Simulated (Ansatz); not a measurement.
# Nb2Br: the cost of one run

Computed with Ansatz 0.2.0 (DFT PBE, scalar-relativistic, plane waves, PAW, unless a step's input says otherwise).

1 further run of the same task is left out (it didn't finish).

## 1. The starting structure

The structure is tetragonal, space group P4/mmm (No. 123). Conventional cell: a = 4.475 Å, b = 4.475 Å, c = 2.991 Å, α = 90.00°, β = 90.00°, γ = 90.00°. Nb (site symmetry mmm) has 4 Br at 2.69 Å and 2 Nb at 2.99 Å as nearest neighbours. Br (site symmetry 4/mmm) has 8 Nb at 2.69 Å and 2 Br at 2.99 Å as nearest neighbours.

Structure file:

```cif
data_structure
_symmetry_space_group_name_H-M 'P4/mmm'
_symmetry_Int_Tables_number 123
_cell_length_a 4.4750
_cell_length_b 4.4750
_cell_length_c 2.9912
_cell_angle_alpha 90.000
_cell_angle_beta 90.000
_cell_angle_gamma 90.000
_cell_volume 59.90
loop_
_atom_site_label
_atom_site_type_symbol
_atom_site_symmetry_multiplicity
_atom_site_Wyckoff_symbol
_atom_site_fract_x
_atom_site_fract_y
_atom_site_fract_z
_atom_site_occupancy
Nb1 Nb 2 e 0.50000 0.00000 0.50000 1
Br1 Br 1 a 0.00000 0.00000 0.00000 1
```

The cell was relaxed beforehand at this level, from a generated guess; it is a trial structure. At a tolerance of 0.05 Å it has space group P4/mmm (No. 123); it has 19.97 Å³/atom, an uncorrected energy of +1.11 eV/atom over the elements.

## 2. Bands, states and charges

File input.yaml:

```yaml
crystal:
  lattice:
    - [4.4750356631, 0.0, 0.0]
    - [0.0, 4.4750356631, 0.0]
    - [0.0, 0.0, 2.9911616562]
  atoms:
    - { symbol: Nb, position: [0.5, 0.0, 0.5] }
    - { symbol: Nb, position: [0.0, 0.5, 0.5] }
    - { symbol: Br, position: [0.0, 0.0, 0.0] }
basis:
  ecutwfc: 420
kpoints:
  mp_grid: { grid: [10, 10, 16] }
  band_path:
    path:
      - [[0.0, 0.0, 0.0], [0.0, 0.5, 0.0], [0.5, 0.5, 0.0], [0.0, 0.0, 0.0], [0.0, 0.0, 0.5], [0.0, 0.5, 0.5], [0.5, 0.5, 0.5], [0.0, 0.0, 0.5]]
      - [[0.0, 0.5, 0.0], [0.0, 0.5, 0.5]]
      - [[0.5, 0.5, 0.0], [0.5, 0.5, 0.5]]
    npoints: 14
hamiltonian:
  xc: pbe
scf:
  occupations: { method: gaussian, width: 0.1 }
  n_extra_bands: 7
output:
  forces: true
  stress: true
  eigenvalues: true
  populations: true
  dos: { projected: true, de: 0.02, nscf_kmesh: { grid: [15, 15, 24] } }
  bader: true
  write_density: true
  write_potential: true
  elf: true
  volumetric_format: npy
```

The run is started by

```bash
$ ansatz run input.yaml --threads 1 --pin off --max-ram 2048MiB --backend cpu --events-out ev --progress --plain --runs-dir out
```

What time and memory should one allow on 1 thread of Intel Xeon Platinum 8559C (Emerald Rapids), shared host?

About 39 s, with a peak of 0.68 GiB.
